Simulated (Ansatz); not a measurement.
# Al7Ir: a trial structure relaxed, part 1 of 3

Where does this trial cell of Al7Ir go when cell and atoms are let free?

Computed with Ansatz 0.2.0 (DFT PBE, scalar-relativistic, plane waves, PAW, unless a step's input says otherwise).

## 1. Starting point

Symmetry: Fm-3m, No. 225, cubic system. Conventional cell: a = 7.749 Å, b = 7.749 Å, c = 7.749 Å, α = 90.00°, β = 90.00°, γ = 90.00°. Al (site symmetry m-3m) has 12 Al at 2.74 Å as nearest neighbours. Al (site symmetry mmm) is surrounded by 10 Al at 2.74 Å and 2 Ir at 2.74 Å. Ir (site symmetry m-3m) is surrounded by 12 Al at 2.74 Å.

Structure file:

```cif
data_structure
_symmetry_space_group_name_H-M 'P 1'
_symmetry_Int_Tables_number 1
_cell_length_a 5.4794
_cell_length_b 5.4794
_cell_length_c 5.4794
_cell_angle_alpha 60.000
_cell_angle_beta 60.000
_cell_angle_gamma 60.000
_cell_volume 116.33
loop_
_atom_site_label
_atom_site_type_symbol
_atom_site_fract_x
_atom_site_fract_y
_atom_site_fract_z
_atom_site_occupancy
Al1 Al 0.50000 0.50000 0.50000 1
Al2 Al 0.50000 0.00000 0.00000 1
Al3 Al 0.50000 0.00000 0.50000 1
Al4 Al 0.00000 0.50000 0.50000 1
Al5 Al 0.00000 0.50000 0.00000 1
Al6 Al 0.50000 0.50000 0.00000 1
Al7 Al 0.00000 0.00000 0.50000 1
Ir1 Ir 0.00000 0.00000 0.00000 1
```

A structure generator made this guess: species swapped into a database cell of CuPt7 (Fm-3m, No. 225), with Ir on the Cu sites and Al on the Pt sites. The dimensions are guesses.

## 2. Probe: one point on a coarse mesh

File input.yaml:

```yaml
crystal:
  lattice:
    - [0.0, 3.87451974, 3.87451974]
    - [3.87451974, 0.0, 3.87451974]
    - [3.87451974, 3.87451974, 0.0]
  atoms:
    - { symbol: Al, position: [0.5, 0.5, 0.5] }
    - { symbol: Al, position: [0.5, 0.0, 0.0] }
    - { symbol: Al, position: [0.5, 0.0, 0.5] }
    - { symbol: Al, position: [0.0, 0.5, 0.5] }
    - { symbol: Al, position: [0.0, 0.5, 0.0] }
    - { symbol: Al, position: [0.5, 0.5, 0.0] }
    - { symbol: Al, position: [0.0, 0.0, 0.5] }
    - { symbol: Ir, position: [0.0, 0.0, 0.0] }
basis:
  ecutwfc: 420
kpoints:
  mp_grid: { grid: [4, 4, 4] }
hamiltonian:
  xc: pbe
scf:
  occupations: { method: gaussian, width: 0.1 }
  lower_state_search: "off"
output:
  forces: true
  stress: true
  eigenvalues: true
```

On the command line:

```bash
$ ansatz run input.yaml --threads 1 --pin off --max-ram 2048MiB --backend cpu --events-out ev --progress --plain --runs-dir out
```

Log, cut to the lines that bear on the results:

```text
[...]
SCF converged after 6 iterations
Free energy (F): -15699.208888 eV
[...]
E sigma→0 (E₀):  -15699.194003 eV
Entropy (-TS):   -0.029770 eV (-3.721 meV/atom)
Fermi energy:    11.227880 eV
[...]
--- Forces (eV/Å), atoms counted from 1 ---
  atom   1  Al     0.00000000    -0.00000000     0.00000000
  atom   2  Al     0.00000000    -0.00000000    -0.00000000
  atom   3  Al     0.00000000     0.00000000    -0.00000000
  atom   4  Al     0.00000000    -0.00000000     0.00000000
  atom   5  Al     0.00000000     0.00000000    -0.00000000
  atom   6  Al     0.00000000    -0.00000000     0.00000000
  atom   7  Al     0.00000000     0.00000000     0.00000000
  atom   8  Ir    -0.00000000     0.00000000     0.00000000
[...]
--- Stress (GPa, compression-positive) ---
        6.993820       0.000000       0.000000
       -0.000000       6.993820       0.000000
       -0.000000      -0.000000       6.993820
  P = ⅓ Tr σ = 6.9938 GPa (69.938 kbar)
--- Band table (eV; the first three rows and the last of 8) ---
  k-point 0: bands = ["-80.8903", "-37.8076", "-37.8076", "-37.8076", "-0.6277", "5.5141", "5.5141", "5.5141", "6.0661", "6.6352", "6.6352", "6.6352", "7.0230", "7.0230", "7.5173", "8.6423", "8.6423", "8.6423", "10.3914", "10.3914", "10.3914", "10.3959", "12.8550", "12.8550", "17.3477", [...]
[...]
```

Wall time 1.9 s (1 thread of Arm Neoverse V2, shared host); peak memory 0.34 GiB.

From the probe: pressure 7.0 GPa, largest force 0.00 eV/Å, gap on this mesh none (metal). A guess like this is first relaxed loosely on the coarse mesh.

## 3. Rough relaxation on the coarse mesh

Changes to input.yaml since step 2:

```diff
@@ -27 +27,6 @@
   eigenvalues: true
+relax:
+  adjacent_minimum: "off"
+  f_tol: 0.04
+  max_steps: 70
+  cell: { stress_tol: 0.4 }
```

On the command line:

```bash
$ ansatz run input.yaml --threads 1 --pin off --max-ram 2048MiB --backend cpu --events-out ev --progress --plain --runs-dir out
```

Log:

```text
Warning: RAYON_NUM_THREADS=1 ignored (pool sized by the plan → 1); use --threads N
Engine: ansatz 0.2.0, aarch64-unknown-linux-gnu
Pseudopotentials: kind: paw
Pseudopotential: Al, paw, valence charge 3, recommended cutoff 420 eV (normal), Al.paw.azcp
Pseudopotential: Ir, paw, valence charge 17, recommended cutoff 420 eV (normal), Ir.paw.azcp
Functional definition: PBE
  parameter kappa = 0.804
  parameter beta = 0.06672455060314922
  exchange = pbe_x(kappa = kappa, mu = beta*pi^2/3)
  correlation = pbe_c(beta = beta)
Crystal: 8 atoms, lattice volume = 116.328 Å³
Basis set: ecut = 420 eV, 2229 PW (Γ), exchange–correlation on 80×80×80 points (8 copies of the dense FFT grid, shifted against one another)
Bands: 27, of which v1, the nominal top of the filled ones, is band 19 counted from 1 (18 counted from 0)
Symmetry: 48 space group operations
Space group: Fm-3m (ITA 225), of the structure as read, at distance tolerance 4.9e-5 Å
k-points: 8 of 64
Non-local potential: Al, projectors of the file, l = 0: 2, l = 1: 2, l = 2: 1
Non-local potential: Ir, projectors of the file, l = 0: 3, l = 1: 2, l = 2: 2, l = 3: 1
PAW form: soft (Blöchl's): semilocal exchange-correlation on the pseudo side does not see the compensation charge
PAW one-centre angular grid: Al, 110 points (default); XC on 64 Gauss nodes
PAW one-centre angular grid: Ir, 590 points (default); XC on 64 Gauss nodes
Initial density: superposition of atomic densities (neutral atoms: chi_scale 0, normalization atom), corrected by the library's trained network
Initial wavefunctions: pseudopotential atomic-orbital guess
Functional: x = pbe(κ = 0.804, μ = 0.2195149727645171), c = pbe(β = 0.06672455060314922)
SCF iter   1: F=—  HF=-15699.273737 eV  |F-HF|=—  |Δ(HF+E_count)|=         —  Δρ=1.28e-2  dr2=4.48e-1  ethr=1.77e-3  ⟨swp⟩=8.1  Hψ=1094  notcnv=0
preconditioner: auto → Kerker (q_TF=auto, 2.264 Å⁻¹)  [metal: Δε(μ)=0.111 eV  Ē_g=7.022 eV  σ=0.100 eV  W_gap=0.44  n_scr=14 (ndim 8)  ℏωp=18.9 eV  f_vac=0.000  D(μ)=5.39/eV (n_scr^D=58)]
SCF iter   2: F=—  HF=-15699.224656 eV  |F-HF|=—  |Δ(HF+E_count)|=   4.91e-2  Δρ=5.94e-3  dr2=1.05e-1  ethr=1.18e-3  ⟨swp⟩=1.1  Hψ=282  notcnv=0
SCF iter   3: F=—  HF=-15699.209302 eV  |F-HF|=—  |Δ(HF+E_count)|=   1.54e-2  Δρ=8.58e-4  dr2=1.74e-3  ethr=2.77e-4  ⟨swp⟩=2.2  Hψ=241  notcnv=0  defer=1
SCF iter   4: F=—  HF=-15699.208920 eV  |F-HF|=—  |Δ(HF+E_count)|=   3.82e-4  Δρ=1.24e-4  dr2=1.50e-5  ethr=4.58e-6  ⟨swp⟩=2.6  Hψ=348  notcnv=0  defer=1
SCF iter   5: F=—  HF=-15699.208888 eV  |F-HF|=—  |Δ(HF+E_count)|=   3.13e-5  Δρ=2.94e-5  dr2=1.14e-6  ethr=3.95e-8  ⟨swp⟩=2.0  Hψ=337  notcnv=0  defer=1
SCF iter   6: F=-15699.208888 eV  HF=-15699.208888 eV  |F-HF|=4.82e-9  |Δ(HF+E_count)|=   3.89e-7  Δρ=4.49e-6  dr2=1.76e-8  ethr=2.63e-10  ⟨swp⟩=8.8  Hψ=1010  notcnv=0
SCF 1 converged in 6 iterations: F = -15699.208888 eV  dr2 = 1.76e-8
relax step   1: F+E_penalty+E_count = -15699.20888780 eV  Δ(F+E_penalty+E_count) = +0.000e0 eV  max|allowed force component| = 1.152e-29 eV/Å  Δτ_max = 0.0000 Å  P = +6.994 GPa  Ω = 116.328 Å³  (6 SCF iters, dr2 threshold 1.00e-7 eV, accepted)
Crystal: 8 atoms, lattice volume = 123.989 Å³
Basis set: ecut = 420 eV, 2421 PW (Γ), exchange–correlation on 80×80×80 points (8 copies of the dense FFT grid, shifted against one another)
Initial density: handed on by an earlier stage of this run
Initial wavefunctions: those handed on with the density
iter 1 solved again at ethr=3.03e-4 eV; its pass at ethr=3.10e-3 eV (dr2=1.15e-1 eV) is discarded
SCF iter   1: F=—  HF=-15699.353528 eV  |F-HF|=—  |Δ(HF+E_count)|=         —  Δρ=6.35e-3  dr2=1.19e-1  ethr=3.03e-4  ⟨swp⟩=1.0  Hψ=1271  notcnv=0
preconditioner: auto → Kerker (q_TF=auto, 2.240 Å⁻¹)  [metal: Δε(μ)=0.061 eV  Ē_g=6.741 eV  σ=0.100 eV  W_gap=0.33  n_scr=14 (ndim 8)  ℏωp=18.3 eV  f_vac=0.000  D(μ)=7.02/eV (n_scr^D=64)]
SCF iter   2: F=—  HF=-15699.337097 eV  |F-HF|=—  |Δ(HF+E_count)|=   1.64e-2  Δρ=2.86e-3  dr2=2.60e-2  ethr=3.03e-4  ⟨swp⟩=1.0  Hψ=216  notcnv=0
SCF iter   3: F=—  HF=-15699.332444 eV  |F-HF|=—  |Δ(HF+E_count)|=   4.65e-3  Δρ=4.74e-4  dr2=4.84e-4  ethr=6.84e-5  ⟨swp⟩=1.9  Hψ=235  notcnv=0
SCF iter   4: F=—  HF=-15699.332439 eV  |F-HF|=—  |Δ(HF+E_count)|=   5.57e-6  Δρ=6.27e-5  dr2=5.46e-6  ethr=1.27e-6  ⟨swp⟩=2.8  Hψ=364  notcnv=0
iter 5 did not close the SCF: its close was put off for the readings that it lacked (scf_convergence_deferred on its scf_iter line)
SCF iter   5: F=-15699.332436 eV  HF=-15699.332436 eV  |F-HF|=6.87e-8  |Δ(HF+E_count)|=   2.44e-6  Δρ=8.94e-6  dr2=1.22e-7  ethr=1.44e-8  ⟨swp⟩=2.2  Hψ=347  notcnv=0
SCF iter   6: F=-15699.332436 eV  HF=-15699.332436 eV  |F-HF|=2.23e-9  |Δ(HF+E_count)|=   3.57e-8  Δρ=1.91e-6  dr2=4.78e-9  ethr=3.22e-10  ⟨swp⟩=2.6  Hψ=817  notcnv=0
SCF 2 converged in 6 iterations: F = -15699.332436 eV  dr2 = 4.78e-9
relax step   2: F+E_penalty+E_count = -15699.33243619 eV  Δ(F+E_penalty+E_count) = -1.235e-1 eV  max|allowed force component| = 1.168e-29 eV/Å  Δτ_max = 0.0000 Å  P = -1.224 GPa  Ω = 123.989 Å³  energy of the carried Pulay correction = -3.481e-3 eV  (6 SCF iters, dr2 threshold 8.00e-7 eV, accepted)
Crystal: 8 atoms, lattice volume = 122.785 Å³
iter 1 solved again at ethr=6.43e-6 eV; its pass at ethr=3.10e-3 eV (dr2=2.44e-3 eV) is discarded
SCF iter   1: F=—  HF=-15699.338410 eV  |F-HF|=—  |Δ(HF+E_count)|=         —  Δρ=9.50e-4  dr2=2.58e-3  ethr=6.43e-6  ⟨swp⟩=2.2  Hψ=1176  notcnv=0
preconditioner: auto → Kerker (q_TF=auto, 2.244 Å⁻¹)  [metal: Δε(μ)=0.057 eV  Ē_g=6.761 eV  σ=0.100 eV  W_gap=0.30  n_scr=14 (ndim 8)  ℏωp=18.4 eV  f_vac=0.000  D(μ)=6.34/eV (n_scr^D=58)]
SCF iter   2: F=—  HF=-15699.338058 eV  |F-HF|=—  |Δ(HF+E_count)|=   3.52e-4  Δρ=4.17e-4  dr2=5.34e-4  ethr=6.43e-6  ⟨swp⟩=1.0  Hψ=216  notcnv=0
SCF iter   3: F=—  HF=-15699.338016 eV  |F-HF|=—  |Δ(HF+E_count)|=   4.20e-5  Δρ=7.26e-5  dr2=1.44e-5  ethr=1.41e-6  ⟨swp⟩=1.6  Hψ=225  notcnv=0
iter 4 did not close the SCF: its close was put off for the readings that it lacked (scf_convergence_deferred on its scf_iter line)
SCF iter   4: F=-15699.338013 eV  HF=-15699.338013 eV  |F-HF|=1.48e-7  |Δ(HF+E_count)|=   3.38e-6  Δρ=1.16e-5  dr2=2.21e-7  ethr=3.78e-8  ⟨swp⟩=2.5  Hψ=304  notcnv=0
iter 5 did not close the SCF: its close was put off for the readings that it lacked (scf_convergence_deferred on its scf_iter line)
SCF iter   5: F=-15699.338013 eV  HF=-15699.338013 eV  |F-HF|=1.02e-9  |Δ(HF+E_count)|=   8.92e-8  Δρ=1.35e-6  dr2=2.52e-9  ethr=5.82e-10  ⟨swp⟩=2.1  Hψ=327  notcnv=0
SCF iter   6: F=-15699.338013 eV  HF=-15699.338013 eV  |F-HF|=3.64e-11  |Δ(HF+E_count)|=  3.66e-10  Δρ=2.50e-7  dr2=1.00e-10  ethr=6.64e-12  ⟨swp⟩=1.0  Hψ=586  notcnv=0
SCF 3 converged in 6 iterations: F = -15699.338013 eV  dr2 = 1.00e-10
relax step   3: F+E_penalty+E_count = -15699.33801289 eV  Δ(F+E_penalty+E_count) = -5.577e-3 eV  max|allowed force component| = 3.131e-30 eV/Å  Δτ_max = 0.0000 Å  P = -0.108 GPa  Ω = 122.785 Å³  energy of the carried Pulay correction = -2.948e-3 eV  (6 SCF iters, dr2 threshold 8.00e-7 eV, accepted)
Initial wavefunctions: pseudopotential atomic-orbital guess (no wavefunctions were taken with the density)
iter 1 solved again at ethr=1.31e-7 eV; its pass at ethr=3.10e-3 eV (dr2=4.98e-5 eV) is discarded
SCF iter   1: F=—  HF=-15699.342015 eV  |F-HF|=—  |Δ(HF+E_count)|=         —  Δρ=1.54e-4  dr2=1.32e-6  ethr=1.31e-7  ⟨swp⟩=3.1  Hψ=1611  notcnv=0
preconditioner: auto → Kerker (q_TF=auto, 2.244 Å⁻¹)  [metal: Δε(μ)=0.056 eV  Ē_g=6.765 eV  σ=0.100 eV  W_gap=0.30  n_scr=14 (ndim 8)  ℏωp=18.4 eV  f_vac=0.000  D(μ)=6.41/eV (n_scr^D=58)]
SCF iter   2: F=—  HF=-15699.342108 eV  |F-HF|=—  |Δ(HF+E_count)|=   9.30e-5  Δρ=7.81e-5  dr2=3.23e-7  ethr=3.48e-9  ⟨swp⟩=1.1  Hψ=217  notcnv=0
iter 3 did not close the SCF: its close was put off for the readings that it lacked (scf_convergence_deferred on its scf_iter line)
SCF iter   3: F=-15699.342121 eV  HF=-15699.342121 eV  |F-HF|=8.19e-9  |Δ(HF+E_count)|=   1.26e-5  Δρ=2.70e-6  dr2=2.92e-9  ethr=8.49e-10  ⟨swp⟩=2.2  Hψ=365  notcnv=0
iter 4 did not close the SCF: its close was put off for the readings that it lacked (scf_convergence_deferred on its scf_iter line)
SCF iter   4: F=-15699.342121 eV  HF=-15699.342121 eV  |F-HF|=3.27e-11  |Δ(HF+E_count)|=   9.65e-9  Δρ=3.51e-7  dr2=1.52e-10  ethr=7.70e-12  ⟨swp⟩=2.1  Hψ=320  notcnv=0
iter 5 did not close the SCF: its close was put off for the readings that it lacked (scf_convergence_deferred on its scf_iter line)
SCF iter   5: F=-15699.342121 eV  HF=-15699.342121 eV  |F-HF|=7.28e-12  |Δ(HF+E_count)|=  3.27e-11  Δρ=5.98e-8  dr2=9.78e-12  ethr=1.00e-12  ⟨swp⟩=1.0  Hψ=216  notcnv=0
SCF iter   6: F=-15699.342121 eV  HF=-15699.342121 eV  |F-HF|=3.64e-12  |Δ(HF+E_count)|=  1.09e-11  Δρ=1.40e-8  dr2=1.44e-13  ethr=1.00e-12  ⟨swp⟩=1.2  Hψ=486  notcnv=0
SCF 4 converged in 6 iterations: F = -15699.342121 eV  dr2 = 1.44e-13
relax step   4: F+E_penalty+E_count = -15699.34212057 eV  Δ(F+E_penalty+E_count) = -4.108e-3 eV  max|allowed force component| = 1.387e-30 eV/Å  Δτ_max = 0.0000 Å  P = -0.055 GPa  Ω = 122.785 Å³  stress off target by 5.49e-2 GPa  SCF on the basis re-selected at this cell (its energy is not comparable with the rows above)  (6 SCF iters)
basis re-selected at this cell: Δ(F+E_penalty+E_count) = -4.108e-3 eV, ΔP = +0.053 GPa vs the last step (what re-selecting the basis moved, of the pressure what is left beyond the Pulay correction that the steps carried, after the strain that the cell walked since its last selection, with what the two solves' SCF thresholds leave and, on support functions, any second-order correction that the steps lacked; it is no measure of the basis error at this ecutwfc). This SCF's stress stands 5.49e-2 GPa from its target on what of the cell is left free (relax.cell.stress_tol is 4.00e-1 GPa) and its largest allowed force component is 1.39e-30 eV/Å (relax.f_tol is 4.00e-2 eV/Å): within both
SCF converged after 6 iterations
Free energy (F): -15699.342121 eV
Harris-Foulkes:  -15699.342121 eV  (|F-HF|=3.64e-12)
Internal energy: -15699.310080 eV  (E = F + TS)
E sigma→0 (E₀):  -15699.326100 eV
Entropy (-TS):   -0.032041 eV (-4.005 meV/atom)
Fermi energy:    10.504771 eV
--- Per-component energies (eV) ---
  E_band       = -207.413801
  E_kinetic    = 789.594394
  E_local      = -2550.466370  (includes V_loc(G=0)·N_el)
  E_nonlocal   = 144.396104
  E_hartree    = 1086.952004
  E_xc         = -548.845577
  E_vxc        = -506.462918  (∫ρ·V_xc dr)
  E_paw        = -12495.525761  (= ΣΔE_a)
  E_vpaw       = -258.379075  (= ΣTr[D̂ρ^β])
  E_aug_tail   = 0.000049  (compensation charges beyond the density's cutoff)
  E_ewald      = -2125.414923
  E_smearing   = -0.032041  (= −TS)
  E_closure    = 0.000000  (closes the sum)
  Σ components = -15699.342121   (vs F -15699.342121, Δ=0.00e0)
--- Forces (eV/Å), atoms counted from 1 ---
  atom   1  Al     0.00000000    -0.00000000     0.00000000
  atom   2  Al     0.00000000    -0.00000000    -0.00000000
  atom   3  Al     0.00000000    -0.00000000    -0.00000000
  atom   4  Al     0.00000000    -0.00000000    -0.00000000
  atom   5  Al     0.00000000     0.00000000     0.00000000
  atom   6  Al     0.00000000     0.00000000     0.00000000
  atom   7  Al     0.00000000    -0.00000000    -0.00000000
  atom   8  Ir    -0.00000000     0.00000000     0.00000000
  max |Σ_I F_I| component: 2.68e-30 eV/Å
--- Stress (GPa, compression-positive) ---
       -0.054867      -0.000000      -0.000000
       -0.000000      -0.054867      -0.000000
       -0.000000      -0.000000      -0.054867
  P = ⅓ Tr σ = -0.0549 GPa (-0.549 kbar)
--- Band table (eV; the first three rows and the last of 8) ---
  k-point 0: bands = ["-81.5077", "-38.4104", "-38.4104", "-38.4104", "-0.9554", "5.0058", "5.0058", "5.0058", "5.5695", "6.1086", "6.1086", "6.1086", "6.5400", "6.5400", "6.8596", "8.0268", "8.0268", "8.0268", "9.6718", "9.6718", "9.6718", "9.7406", "11.9424", "11.9424", "16.3775", "16.3775", "16.3775"]
  k-point 1: bands = ["-81.5077", "-38.4105", "-38.4104", "-38.4104", "-0.4943", "2.9489", "4.8340", "4.8340", "5.1599", "5.8998", "5.8998", "6.4098", "6.8091", "6.8091", "7.4249", "8.2657", "8.2657", "8.5627", "9.8675", "9.8675", "10.7274", "12.2905", "12.7879", "12.7879", "13.9039", "14.1714", "14.1714"]
  k-point 2: bands = ["-81.5077", "-38.4106", "-38.4105", "-38.4105", "0.8222", "0.8859", "4.6744", "4.6744", "5.2666", "5.2786", "5.8996", "5.8996", "6.7002", "6.7002", "8.6439", "8.8601", "8.8601", "10.0878", "10.0878", "10.2584", "10.4607", "12.5989", "12.5989", "14.1870", "14.3779", "14.5421", "14.5421"]
  k-point 7: bands = ["-81.5077", "-38.4106", "-38.4106", "-38.4105", "1.8679", "1.9446", "1.9446", "2.3525", "5.7570", "5.7570", "6.0509", "6.7200", "6.7955", "8.1499", "8.5246", "8.5246", "8.6593", "10.1073", "11.5269", "11.5269", "12.0895", "12.0895", "12.2647", "13.2611", "13.6059", "14.4019", "15.3190"]
--- Relaxed structure (3 steps of the walk, 3 accepted, 1 SCFs on fresh bases) ---
  F+E_penalty+E_count = -15699.34212057 eV   max|allowed force component| = 1.387e-30 eV/Å   (the final SCF, on the basis selected at the relaxed cell)
  cell:  # Å, volume = 122.7847 Å³
    - [-3.8215290246716924e-35, 3.9449188202204364, 3.9449188202204364]
    - [3.9449188202204364, 7.2131360340678195e-34, 3.9449188202204364]
    - [3.9449188202204364, 3.9449188202204364, -1.3216121210322935e-34]
  atoms:
    - { symbol: Al, position: [0.5, 0.5, 0.5] }
    - { symbol: Al, position: [0.5, 0.0, 0.0] }
    - { symbol: Al, position: [0.5, 0.0, 0.5] }
    - { symbol: Al, position: [0.0, 0.5, 0.5] }
    - { symbol: Al, position: [0.0, 0.5, 0.0] }
    - { symbol: Al, position: [0.5, 0.5, 0.0] }
    - { symbol: Al, position: [-4.410272969415399e-35, -4.410272969415399e-35, 0.5] }
    - { symbol: Ir, position: [-1.762547890509125e-33, 1.4839783355461621e-33, 7.435425296037148e-34] }
```

Wall time 6.2 s (1 thread of Arm Neoverse V2, shared host); peak memory 0.36 GiB.

The steps of the relaxation:

```
step  energy from step 1 (eV/cell)  largest force component (eV/Å)  pressure (GPa)  volume (Å³)
   1                        0.0000                          0.0000            6.99       116.33
   2                       -0.1235                          0.0000           -1.22       123.99
   3                       -0.1291                          0.0000           -0.11       122.78
   4                       -0.1332                          0.0000           -0.05       122.78
```

Step 1 is the start. Step 4 repeats the geometry before it on a plane-wave basis chosen anew for that cell, so its energy need not be comparable with the rows above.

Lengths and angles in the start's conventional setting:

|  | before | after | change |
| --- | --- | --- | --- |
| a (Å) | 7.749 | 7.890 | +1.8 % |
| b (Å) | 7.749 | 7.890 | +1.8 % |
| c (Å) | 7.749 | 7.890 | +1.8 % |
| volume (Å³/atom) | 14.54 | 15.35 | +5.6 % |
| shortest distance (Å) | 2.740 | 2.789 | +1.8 % |
| space group (0.01 Å) | Fm-3m | Fm-3m | same |

The run keeps the 48 symmetry operations of the start, so it could not have lowered the symmetry.

## 4. Spin check on a coarse mesh

Changes to input.yaml since step 3:

```diff
@@ -2,5 +2,5 @@
   lattice:
-    - [0.0, 3.87451974, 3.87451974]
-    - [3.87451974, 0.0, 3.87451974]
-    - [3.87451974, 3.87451974, 0.0]
+    - [0.0, 3.9449188202, 3.9449188202]
+    - [3.9449188202, 0.0, 3.9449188202]
+    - [3.9449188202, 3.9449188202, 0.0]
   atoms:
@@ -13,3 +13,3 @@
     - { symbol: Al, position: [0.0, 0.0, 0.5] }
-    - { symbol: Ir, position: [0.0, 0.0, 0.0] }
+    - { symbol: Ir, position: [0.0, 0.0, 0.0], spin: 1.0 }
 basis:
@@ -27,6 +27,4 @@
   eigenvalues: true
-relax:
-  adjacent_minimum: "off"
-  f_tol: 0.04
-  max_steps: 70
-  cell: { stress_tol: 0.4 }
+  populations: true
+magnetization:
+  spin_polarized: true
```

On the command line:

```bash
$ ansatz run input.yaml --threads 1 --pin off --max-ram 2048MiB --backend cpu --events-out ev --progress --plain --runs-dir out
```

Log, cut to the lines that bear on the results:

```text
[...]
SCF converged after 15 iterations
Magnetization: 0.0000 μB (19.0000 up, 19.0000 down)
Absolute magnetization: 0.0000 μB (∫|ρ↑−ρ↓|, with the PAW one-centre terms)
Spin contamination: 0.0000 ħ² per cell (⟨S²⟩ above its minimum at these occupations)
[...]
Free energy (F): -15699.342121 eV
[...]
E sigma→0 (E₀):  -15699.326100 eV
Entropy (-TS):   -0.032041 eV (-4.005 meV/atom)
Fermi energy:    10.504771 eV
[...]
--- Band table (eV; the first three rows and the last of 16) ---
[... band rows left out ...]
[...]
--- Löwdin populations: 8 sites ---
  site symbol       q [e]    m [muB]
     0     Al      2.8967     0.0000
     1     Al      2.9779     0.0000
     2     Al      2.9779     0.0000
     3     Al      2.9779     0.0000
     4     Al      2.9779     0.0000
     5     Al      2.9779     0.0000
     6     Al      2.9779     0.0000
     7     Ir     16.8274    -0.0000
  spilling = 0.010746 (of n_electrons = 38.000000)
```

Wall time 6.2 s (1 thread of Arm Neoverse V2, shared host); peak memory 0.37 GiB.

By site:

```
atom  Löwdin electrons
 Al1              2.90
 Al2              2.98
 Al3              2.98
 Al4              2.98
 Al5              2.98
 Al6              2.98
 Al7              2.98
 Ir8             16.83
```

The Löwdin counts miss 0.41 of the 38 electrons, which the atomic orbitals do not span, so they are no charges.

The same cell is solved with trial moments on Ir. The largest site moment that stays is 0.00 μB and the cell's total 0.00 μB. The workflow keeps spin only above 0.25 μB on a site, so the next run goes without spin.

(Continued in part 2 of 3.)
